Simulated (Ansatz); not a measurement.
# WC+ (quartet): wave-function methods side by side, def2-TZVPP

One table from this session's results is given with a row withheld; the runs are named, their logs left out.

Program: Ansatz 0.2.0, Gaussian basis. Level of theory: def2-TZVPP, core rule «outside noble gas», up to 5 orbitals frozen. These are calculated values, not measurements.

To be run: UHF; ROHF; CCSD(T) on UHF.

## What is computed

The geometry is a PBE0/def2-TZVP stationary point (not a proven minimum). No spin-orbit coupling is included. Elements past krypton take def2 core potentials.

2 atoms, charge 1, spin multiplicity 4.

Atoms are counted from 1 here; the program's logs count them from 0.

Bond lengths: W1–C2 1.724 Å.

Geometry (Å):

```xyz
2
CW
W     0.00000    0.00000    0.00000
C     0.00000    0.00000    1.72360
```

The first run:

in.yaml reads:

```yaml
crystal:
  periodic: [false, false, false]
  atoms:
    - {symbol: W, position_ang: [0.000000, 0.000000, 0.000000]}
    - {symbol: C, position_ang: [0.000000, 0.000000, 1.723600]}
basis:
  gaussian: {orbitals: def2-TZVPP}
total_charge: 1
magnetization: {spin_polarized: true, initial_magnetization: 3}
hamiltonian: {xc: hf}
output: {orbitals: {seedname: orbitals}}
```

Launch:

```bash
> ansatz run in.yaml --threads 1 --pin off --events-out ev --progress --plain --max-ram 2816MiB --backend cpu
```

Among the steps run: UHF; ROHF; CCSD(T) on UHF.

One table of the session follows, with a row left open; its other results are not shown here.

It belongs to the step «Misses and costs». 

| method | from UCCSD(T) (meV) |
| --- | --- |
| ROHF | ? |
| UMP2 | +1213.4 |
| UCCSD | +527.7 |
| UCCSD(T) | 0 |

Estimate the missing values for ROHF.

**Answer.** from UCCSD(T) (meV): +8215.2. In the column «from UCCSD(T) (meV)» it is the highest.

Left out of the table: UHF (another determinant or state than the rows shown).

Limits of these values: The determinant is far from a pure spin state, so its energy mixes those of several spin states (harmless only where they are near-degenerate, as at dissociation). Warnings: spin contamination; coupled cluster took another determinant than the lowest.
